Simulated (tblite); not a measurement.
# C4H5NSi: the cost of one run

Programs: tblite 0.8.0 and PySCF 2.14.0, with routines of our own; each step states its level. All values are computed. Atoms count from 0.

## (1) The starting structure

11 atoms, charge 0, high-spin multiplicity 3; geometry from: distance geometry.

## (2) Relaxing the molecule with GFN2-xTB, multiplicity 3

The job: settings as JSON, then the geometry in Å.

```
{"job": {"kind": "relax", "method": "GFN2-xTB"}, "charge": 0, "multiplicity": 3}
C      1.570500    -0.501800     0.832900
C      0.301000    -0.454600     0.058200
Si    -1.098000    -1.245800     0.592400
C      0.274900     0.322600    -1.235400
C     -0.298000     1.636900    -0.923500
N     -0.737800     2.666100    -0.680500
H      1.752800     0.401700     1.437800
H      2.397000    -0.592800     0.097500
H     -2.263200    -1.080300    -0.319900
H     -1.423400    -0.959700     2.020200
H     -0.475900    -0.192400    -1.879700
```

Started as:

```
$ OMP_NUM_THREADS=1 python exch_run.py task.json out
```

One launch serves the whole session: the jobs run in the order shown.

Q: Estimate the wall time of this first job on 1 thread of Intel Xeon at 2.50GHz, shared host.

About 2 s.
